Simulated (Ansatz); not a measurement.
# MP2/6-31G(d) (spherical functions) run of C3H11AlO (SMILES C[Al-](C)(C)[OH2+])

What is the vertical singlet–triplet gap of C3H11AlO at MP2/6-31G* (spherical functions)? 

Program for the calculation: Ansatz 0.2.0.

71 further runs of the same task are left out: 2 that didn't finish, 69 set aside as unsound or not needed.

**1. Starting point**

C3H11AlO: 16 atoms, total charge 0, spin state singlet. SMILES: `C[Al-](C)(C)[OH2+]`. Geometry: relaxed at PBE0-D4/def2-TZVP. This is one conformer, not always the lowest.

Bond lengths: C1–Al2 1.979 Å, Al2–C3 1.979 Å, Al2–C4 1.966 Å, Al2–O5 2.056 Å, C1–H6 1.097 Å, C1–H7 1.096 Å, C1–H8 1.097 Å, C3–H9 1.097 Å, C3–H10 1.097 Å, C3–H11 1.096 Å, C4–H12 1.095 Å, C4–H13 1.096 Å, C4–H14 1.095 Å, O5–H15 0.964 Å, O5–H16 0.964 Å. Some angles: C1–Al2–C3 117.8°, C1–Al2–C4 117.9°, C1–Al2–O5 96.3°, C3–Al2–C4 118.0°, C3–Al2–O5 96.3°, C4–Al2–O5 102.6°, Al2–C1–H6 113.5°, Al2–C1–H7 110.5°, Al2–C1–H8 113.0°, Al2–C3–H9 113.0°.

**2. The energy at MP2/6-31G(d) (spherical functions)**

run.yaml reads:

```yaml
crystal:
  periodic: [false, false, false]
  atoms:
    - symbol: C
      position_ang: [-0.637980, 0.723110, -1.712710]
    - symbol: Al
      position_ang: [0.085580, -0.140530, -0.085580]
    - symbol: C
      position_ang: [1.698930, 0.654370, 0.740480]
    - symbol: C
      position_ang: [-0.210750, -2.071140, 0.142530]
    - symbol: O
      position_ang: [-1.268240, 0.678630, 1.227590]
    - symbol: H
      position_ang: [-0.585750, 1.818080, -1.686750]
    - symbol: H
      position_ang: [-0.069050, 0.414640, -2.597260]
    - symbol: H
      position_ang: [-1.679210, 0.445600, -1.917720]
    - symbol: H
      position_ang: [1.843550, 0.343900, 1.782560]
    - symbol: H
      position_ang: [1.707300, 1.750610, 0.717030]
    - symbol: H
      position_ang: [2.601530, 0.334090, 0.207600]
    - symbol: H
      position_ang: [-0.016600, -2.405220, 1.167190]
    - symbol: H
      position_ang: [0.454110, -2.651670, -0.507280]
    - symbol: H
      position_ang: [-1.233710, -2.369370, -0.110180]
    - symbol: H
      position_ang: [-0.808840, 1.221910, 1.877580]
    - symbol: H
      position_ang: [-1.880870, 1.252980, 0.754900]
basis:
  gaussian: {orbitals: 6-31G_st_-spherical.json}
correlation: {method: mp2, frozen_orbitals: {Al: 5, C: 1, H: 0, O: 1}}
accuracy: high
```

The basis set 6-31G* is read from a file made from the Basis Set Exchange's data (not shown).

Started as:

```
ansatz run run.yaml --threads 1 --pin off --max-ram 3480MiB --events-out events.jsonl --progress --plain --runs-dir runs
```

Standard output:

```text
Warning: RAYON_NUM_THREADS=1 ignored (pool sized by the plan → 1); use --threads N
Functional definition: HF
  name "HF"
  exchange = exact_x
  correlation = 0
2389 factors; integrals over basis functions are off by at most 5.8e-9 eV
mean field evaluation 1: about -11881.1877 eV, gradient 4.2e1 eV
mean field evaluation 2: about -11881.2772 eV, gradient 4.2e1 eV
mean field evaluation 4: about -11885.5871 eV, gradient 3.3e0 eV
mean field evaluation 8: about -11885.6278 eV, gradient 1.2e-4 eV
mean field -11885.62778897 eV, -436.7887648767 hartree, gradient 3.2e-8 eV, S^2 0.000000; 0 other end points of the search recorded, 0 dependent functions left out
9 core orbitals not correlated: weight in the atoms' cores, before any rotation towards them, 1.000 or more for the frozen orbitals, at most 0.000 for the correlated occupied ones
reference -11885.62778897 eV, -436.7887648767 hartree; 16, 16 occupied and 71, 71 virtual orbitals, 2389 factors
second order -17.32791185 eV of doubles, -0.00000000 eV of singles
Total energy: -11902.95570082 eV, -437.4255538920 hartree
```

Wall time 5.4 s (1 thread of Arm Neoverse V1, shared host); peak memory 0.31 GiB.

**3. The triplet, same level**

job.yaml reads:

```yaml
basis:
  gaussian: {orbitals: 6-31G_st_-spherical.json}
crystal:
  periodic: [false, false, false]
  atoms:
    - symbol: C
      position_ang: [-0.637980, 0.723110, -1.712710]
    - symbol: Al
      position_ang: [0.085580, -0.140530, -0.085580]
    - symbol: C
      position_ang: [1.698930, 0.654370, 0.740480]
    - symbol: C
      position_ang: [-0.210750, -2.071140, 0.142530]
    - symbol: O
      position_ang: [-1.268240, 0.678630, 1.227590]
    - symbol: H
      position_ang: [-0.585750, 1.818080, -1.686750]
    - symbol: H
      position_ang: [-0.069050, 0.414640, -2.597260]
    - symbol: H
      position_ang: [-1.679210, 0.445600, -1.917720]
    - symbol: H
      position_ang: [1.843550, 0.343900, 1.782560]
    - symbol: H
      position_ang: [1.707300, 1.750610, 0.717030]
    - symbol: H
      position_ang: [2.601530, 0.334090, 0.207600]
    - symbol: H
      position_ang: [-0.016600, -2.405220, 1.167190]
    - symbol: H
      position_ang: [0.454110, -2.651670, -0.507280]
    - symbol: H
      position_ang: [-1.233710, -2.369370, -0.110180]
    - symbol: H
      position_ang: [-0.808840, 1.221910, 1.877580]
    - symbol: H
      position_ang: [-1.880870, 1.252980, 0.754900]
total_charge: 0
magnetization: {spin_polarized: true, initial_magnetization: 2}
accuracy: high
correlation: {method: mp2, frozen_orbitals: {Al: 5, C: 1, H: 0, O: 1}}
```

The basis set 6-31G* is read from a file made from the Basis Set Exchange's data (not shown).

Started as:

```
ansatz run job.yaml --threads 1 --pin off --max-ram 3480MiB --events-out events.jsonl --progress --plain --runs-dir runs
```

Standard output (excerpt; [...] marks lines left out):

```text
Warning: RAYON_NUM_THREADS=1 ignored (pool sized by the plan → 1); use --threads N
[... 2 set-up lines as earlier in the session ...]
[...]
2389 factors; integrals over basis functions are off by at most 5.8e-9 eV
[...]
mean field -11878.64154569 eV, -436.5320251716 hartree, gradient 1.8e-8 eV, S^2 2.012143; 21 other end points of the search recorded, 0 dependent functions left out
9 core orbitals not correlated: weight in the atoms' cores, before any rotation towards them, 1.000 or more for the frozen orbitals, at most 0.000 for the correlated occupied ones
reference -11878.64154569 eV, -436.5320251716 hartree; 17, 15 occupied and 70, 72 virtual orbitals, 2389 factors
second order -17.27008688 eV of doubles, -0.00000000 eV of singles
Total energy: -11895.91163257 eV, -437.1666891584 hartree
```

It took 40 s on 1 thread of Arm Neoverse V1, shared host; peak memory 0.53 GiB.

**4. What came out**

Level: MP2/6-31G* (spherical functions), 9 core orbitals frozen.

```
                                            quantity          value
                               singlet: total energy  -437.42555 Eh
singlet: correlation energy (9 core orbitals frozen)     -636.8 mEh
                               triplet: total energy  -437.16669 Eh
triplet: correlation energy (9 core orbitals frozen)     -634.7 mEh
          triplet: ⟨S²⟩ of the reference determinant          2.012
    vertical energy of the triplet above the singlet       7.044 eV
```

**Reading.** At this shape the triplet lies 7.04 eV (680 kJ/mol) above the singlet.
